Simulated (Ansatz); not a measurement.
This script drives Ansatz 0.2.0 through its Python package.

Script `c.py`:
```python
'''Zone-centre and zone-boundary phonons of C by linear response.'''

from pathlib import Path
import warnings

import ansatz as az
import numpy as np

warnings.simplefilter('ignore', az.DeckWarning)

vectors = np.array([
    [1.22805, -2.12706, 0.0],
    [1.22805, 2.12706, 0.0],
    [0.0, 0.0, 7.17327],
])
cell = (
    az.Lattice.of(vectors)
    .atom('C', (0.08338, 0.91662, 0.75314))
    .atom('C', (0.58338, 0.41662, 0.24686))
    .atom('C', (0.91662, 0.08338, 0.24686))
    .atom('C', (0.41662, 0.58338, 0.75314))
)

calc = (
    cell.calculation()
    .pseudopotentials('paw')
    .basis(34 * az.Ry)
    .occupations('fermi_dirac', width=0.15)
    .functional('lda')
    .kpoints(14, 14, 4)
    .phonons('dfpt')
)
done = calc.run(threads=1, pin='off', runs_dir='runs')
ph = done.phonons

print('Gamma modes (1/cm):', ' '.join(f'{w:.1f}' for w in ph.gamma_omega_inv_cm))
print('in meV:', ' '.join(f'{w * 0.1239842:.2f}' for w in ph.gamma_omega_inv_cm))
```

It is started by `python c.py`. How long does it take on 1 thread of Intel(R) Xeon(R) Processor @ 2.30GHz (shared host), and how much memory does it need?

It took about 21 s, with a peak of 0.82 GiB, for 1 run of the engine.

`python c.py` gives:
```text
Gamma modes (1/cm): -24.8 0.0 0.0 0.0 39.6 58.7 891.4 892.8 1575.7 1577.2 1578.1 1581.7
in meV: -3.07 0.00 0.00 0.00 4.91 7.27 110.53 110.70 195.36 195.54 195.66 196.11
```

The cell isn't relaxed first, so the values belong to this volume. A negative frequency stands for an imaginary mode. This isn't the structure that C takes at ambient conditions. The structure is taken as given; imaginary modes can come from an unrelaxed or unstable start. Phonons of metals also depend on mesh and smearing.
